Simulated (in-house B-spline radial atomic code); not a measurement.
**Ti⁷⁺: excited configurations**

Wanted: excitation energies of Ti⁷⁺ as differences of total energies (ΔSCF).

Method: Dirac-Hartree-Fock, average of configuration, Fermi nucleus, basis-set limit. Code: in-house B-spline radial atomic code version 1.

## Step 1: The atom as given

```
element       : titanium (Z = 22)
charge        : +7
electrons     : 15
configuration : [Ne] 3s2 3p3
Hamiltonian   : Dirac-Coulomb
nucleus       : Fermi, rms radius 3.592 fm
```

The outer shells:

[Ne] 3s2 3p3
```
[Ne] core
3s [↑↓]
3p [↑ ][↑ ][↑ ]
```

The boxes draw the filling by Hund's rule, which heavy ions in jj coupling don't follow; these runs average over all states of the configuration.

Settings of the run:

```ini
Z = 22
electrons = 15.0
configuration = [Ne] 3s2 3p3
hamiltonian = dirac
method = hf
spin_polarised = False
nucleus = fermi
rms_radius = 3.5921
mass_number = 48
atomic_mass = 47.947940677
speed_of_light = 137.035999084
```

From the earlier run of the reference: total energy -836.420195 hartree. Levels, eight at most:

```csv
orbital,occupation,energy (eV),<r> (bohr)
1s1/2,2,-5162.66,0.06952
2s1/2,2,-727.77,0.3208
2p1/2,2,-627.44,0.2858
2p3/2,4,-621.49,0.2884
3s1/2,2,-192.95,0.9193
3p1/2,1,-166.57,0.9409
3p3/2,2,-165.68,0.9457
```

## Step 2: Configuration [He] 2s2 2p5 3s1 3p3 5s1 5d1

Settings of the run:

```ini
Z = 22
electrons = 15.0
configuration = [He] 2s2 2p5 3s1 3p3 5s1 5d1
hamiltonian = dirac
method = hf
spin_polarised = False
nucleus = fermi
rms_radius = 3.5921
mass_number = 48
atomic_mass = 47.947940677
speed_of_light = 137.035999084
```

## Step 3: [Ne] 3p3 3d1 5f1

Changes to the settings of step 2:

```diff
@@ -2,3 +2,3 @@
 electrons = 15.0
-configuration = [He] 2s2 2p5 3s1 3p3 5s1 5d1
+configuration = [Ne] 3p3 3d1 5f1
 hamiltonian = dirac
```

## Step 4: Configuration [Ne] 3s1 3p2 3d2

Changes to the settings of step 3:

```diff
@@ -2,3 +2,3 @@
 electrons = 15.0
-configuration = [Ne] 3p3 3d1 5f1
+configuration = [Ne] 3s1 3p2 3d2
 hamiltonian = dirac
```

## Step 5: Configuration [Ne] 3s2 3p1 4p1 5p1

Changes to the settings of step 4:

```diff
@@ -2,3 +2,3 @@
 electrons = 15.0
-configuration = [Ne] 3s1 3p2 3d2
+configuration = [Ne] 3s2 3p1 4p1 5p1
 hamiltonian = dirac
```

Before running: How far above the reference does each configuration lie (order and size, in eV)?

The runs gave:

| net move | configuration | energy above the reference (eV) | with Breit, QED, recoil (eV) | largest <r> (bohr) |
| --- | --- | --- | --- | --- |
| 3p, 3s → 2×3d | [Ne] 3s1 3p2 3d2 | 105.42 | 105.29 | 0.951 |
| 2×3p → 4p, 5p | [Ne] 3s2 3p1 4p1 5p1 | 216.47 | 216.40 | 3.58 |
| 2×3s → 3d, 5f | [Ne] 3p3 3d1 5f1 | 224.32 | 224.16 | 3.78 |
| 2p, 3s → 5d, 5s | [He] 2s2 2p5 3s1 3p3 5s1 5d1 | 738.27 | 737.86 | 3.52 |

**Reading.** The energies run from 105.42 eV (3p, 3s → 2×3d) to 738.27 eV (2p, 3s → 5d, 5s). Koopmans' estimate of the ionisation threshold is 165.68 eV; 3 configurations exceed it by over 2 % and could autoionise. Two partly filled shells share a symmetry and can mix in the average, which may lower the energy, for: 2×3p → 4p, 5p; 2p, 3s → 5d, 5s. These are averages over configurations, without correlation, not spectroscopic levels.
